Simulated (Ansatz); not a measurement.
# C3H9BrSn: vertical ionisation energy

The task here is to estimate one member of a computed series from the others.

Method: unrestricted cation, the program's frozen cores in correlated methods; program: Ansatz 0.2.0, Gaussian basis.

The runs, in order: UKS PBE-D4/def2-TZVPP; UKS r2SCAN-D4/def2-TZVPP; UKS PBE0-D4/def2-TZVPP; UKS B3LYP-D4/def2-TZVPP; UKS wB97X-V/def2-TZVPP; UKS wB97M-V/def2-TZVPP; UKS B2PLYP/def2-TZVPP; UHF-CCSD(T)/def2-TZVPP; UHF-MP2/def2-QZVPP; extrapolation to the limit; then −ε(HOMO) from the neutral's earlier runs with LDA (SPW92), PBE-D4, revPBE-D4, BLYP-D4, r2SCAN-D4, B97M-V, PBE0-D4, B3LYP-D4, r2SCANh-D4, r2SCAN0-D4, HSE06-D4, BHLYP-D4, CAM-B3LYP-D4, LC-ωPBE, ωB97X-V, ωB97M-V.

## The relaxed structure

An earlier PBE0-D4 in a triple-zeta def2 set relaxation fixed the geometry. Sn takes the def2 core potential; no spin-orbit term is included.

SMILES `[CH3][Sn]([CH3])([CH3])[Br]`, 14 atoms, charge 0, spin multiplicity 1.

Atoms are counted from 1 here; the program's logs count them from 0.

Bond lengths: C1–Sn2 2.134 Å, C1–H6 1.091 Å, C1–H7 1.090 Å, C1–H8 1.090 Å, Sn2–C3 2.134 Å, Sn2–C4 2.134 Å, Sn2–Br5 2.510 Å, C3–H9 1.090 Å, C3–H10 1.091 Å, C3–H11 1.090 Å, C4–H12 1.091 Å, C4–H13 1.090 Å, C4–H14 1.090 Å. Angles: Sn2–C1–H6 110.1°, Sn2–C1–H7 109.6°, Sn2–C1–H8 109.6°, H6–C1–H7 109.2°, H6–C1–H8 109.2°, H7–C1–H8 109.1°, C1–Sn2–C3 113.3°, C1–Sn2–C4 113.3°, C1–Sn2–Br5 105.3°, C3–Sn2–C4 113.3°, C3–Sn2–Br5 105.3°, C4–Sn2–Br5 105.3°, Sn2–C3–H9 109.6°, Sn2–C3–H10 110.1°, Sn2–C3–H11 109.6°, H9–C3–H10 109.2°, H9–C3–H11 109.1°, H10–C3–H11 109.2° and more.

The first run:

in.yaml reads:

```yaml
crystal:
  periodic: [false, false, false]
  atoms:
    - {symbol: C, position_ang: [-1.824554, 0.958234, 0.176330]}
    - {symbol: Sn, position_ang: [0.157157, 0.258788, -0.195643]}
    - {symbol: C, position_ang: [1.341920, 0.097118, 1.572124]}
    - {symbol: C, position_ang: [0.220618, -1.489506, -1.418022]}
    - {symbol: Br, position_ang: [1.248745, 2.060293, -1.560963]}
    - {symbol: H, position_ang: [-2.374985, 0.228216, 0.772237]}
    - {symbol: H, position_ang: [-1.782745, 1.903884, 0.716324]}
    - {symbol: H, position_ang: [-2.341565, 1.111382, -0.770691]}
    - {symbol: H, position_ang: [2.364643, -0.166475, 1.303526]}
    - {symbol: H, position_ang: [0.933261, -0.672492, 2.229171]}
    - {symbol: H, position_ang: [1.346398, 1.051942, 2.097370]}
    - {symbol: H, position_ang: [-0.230942, -2.332333, -0.891955]}
    - {symbol: H, position_ang: [1.256111, -1.729627, -1.658205]}
    - {symbol: H, position_ang: [-0.326861, -1.308821, -2.342804]}
basis:
  gaussian: {orbitals: def2-TZVPP}
total_charge: 1
magnetization: {spin_polarized: true, initial_magnetization: 1}
hamiltonian: {xc: pbe, dispersion: d4}
```

Launch:

```console
> ansatz run in.yaml --threads 2 --pin off --events-out ev --progress --plain --max-ram 32768MiB --backend cuda --devices 0, --max-vram 18GiB
```

Among the steps run: Cation, UKS PBE-D4/def2-TZVPP; Cation, UKS r2SCAN-D4/def2-TZVPP; Cation, UKS PBE0-D4/def2-TZVPP; Cation, UKS B3LYP-D4/def2-TZVPP; Cation, UKS wB97X-V/def2-TZVPP; Cation, UKS wB97M-V/def2-TZVPP; Cation, UKS B2PLYP (frozen core)/def2-TZVPP; Cation, UHF-CCSD(T)/def2-TZVPP; Cation, UHF-MP2/def2-QZVPP.

One of the session's tables, all rows but one given; the rest of the session is left out.

For comparison, −ε(HOMO) of the neutral from earlier runs:

| functional | −ε(HOMO) (eV) |
| --- | --- |
| LDA (SPW92) | 6.52 |
| PBE-D4 | 6.38 |
| revPBE-D4 | 6.32 |
| BLYP-D4 | 6.21 |
| r2SCAN-D4 | 6.68 |
| B97M-V | 6.77 |
| PBE0-D4 | 7.61 |
| B3LYP-D4 | 7.36 |
| r2SCANh-D4 | 7.13 |
| r2SCAN0-D4 | 7.80 |
| HSE06-D4 | ? |
| BHLYP-D4 | 8.69 |
| CAM-B3LYP-D4 | 8.91 |
| LC-ωPBE | 10.28 |
| ωB97X-V | 9.93 |
| ωB97M-V | 9.80 |

Q: Estimate the row for HSE06-D4 from the others.

As computed: −ε(HOMO) (eV): 7.21. In the column «−ε(HOMO) (eV)» it lies between r2SCANh-D4 (7.13) and B3LYP-D4 (7.36).
